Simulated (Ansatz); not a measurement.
# CHGaP (quartet): wave-function methods side by side, cc-pVDZ

The task here is to estimate one member of a computed series from the others.

Computed with Ansatz 0.2.0, Gaussian basis. Level: cc-pVDZ, core rule «outside noble gas», up to 20 orbitals frozen.

Plan: UHF; CCSD(T) on ROHF; CCSD(T) on UHF; BCCD(T) on ROHF; CISD as a restricted active space (open shells left free, so some higher excitations enter); CCSDT(Q) on ROHF; CCSDT(Q) on UHF.

31 further runs of the same task are left out: 19 that didn't finish, 12 set aside as unsound or not needed. Runs told in other sessions of the task aren't counted.

## What is computed

The geometry is a PBE0/def2-TZVP stationary point (not a proven minimum) of the parent state, kept for this charge and spin. No spin-orbit coupling is included. The filled d shell of Ga may be among the frozen orbitals whatever the setting's name suggests.

4 atoms, charge 0, spin multiplicity 4.

Atoms are counted from 1 here; the program's logs count them from 0.

Bond lengths: C1–Ga2 1.846 Å, C1–H4 1.081 Å, Ga2–P3 2.128 Å. Angles: Ga2–C1–H4 164.0°, C1–Ga2–P3 177.9°.

The first run:

File in.yaml:

```yaml
crystal:
  periodic: [false, false, false]
  atoms:
    - {symbol: C, position_ang: [0.000005, -0.095166, 1.192383]}
    - {symbol: Ga, position_ang: [-0.000032, -0.032570, -0.652744]}
    - {symbol: P, position_ang: [-0.000006, -0.039110, -2.780979]}
    - {symbol: H, position_ang: [0.000033, 0.166847, 2.241340]}
basis:
  gaussian: {orbitals: cc-pVDZ}
magnetization: {spin_polarized: true, initial_magnetization: 3}
hamiltonian: {xc: hf}
output: {orbitals: {seedname: orbitals}}
```

On the command line:

```console
> ansatz run in.yaml --threads 1 --pin off --events-out ev --progress --plain --max-ram 2393MiB
```

Steps of the session up to this table: UHF; CCSD(T) on ROHF; CCSD(T) on UHF; BCCD(T) on ROHF; CISD as a restricted active space (open shells left free, so some higher excitations enter); CCSDT(Q) on ROHF; CCSDT(Q) on UHF.

One table of the session follows, with a row left open; its other results are not shown here.

```
   method  from RCCSDT(Q) (meV)
     ROHF               +7876.4
      UHF               +7481.2
     RMP2               +1522.4
     UMP2               +1557.4
    RCCSD                +392.8
    UCCSD                +365.5
 RCCSD(T)                 +89.0
 UCCSD(T)                 +86.6
  BCCD(T)                 +86.8
   RCCSDT                     ?
   UCCSDT                 +22.2
RCCSDT(Q)                     0
UCCSDT(Q)                  -5.4
```

Q: Estimate the row for RCCSDT from the others.

The run gave: from RCCSDT(Q) (meV): +26.1. In the column «from RCCSDT(Q) (meV)» it lies between UCCSDT (+22.2) and UCCSD(T) (+86.6).

Not comparable, so not listed: CISD as a restricted active space (open shells left free, so some higher excitations enter) (they don't share determinant, frozen orbitals or solution with the rows shown, or repeat one).

Limits of these values: Warnings: spin contamination; large T1 diagnostic. Restricted and unrestricted rows rest on different reference determinants; a gap between their highest levels can come from leftover correlation error, from unlike frozen cores or from another state.
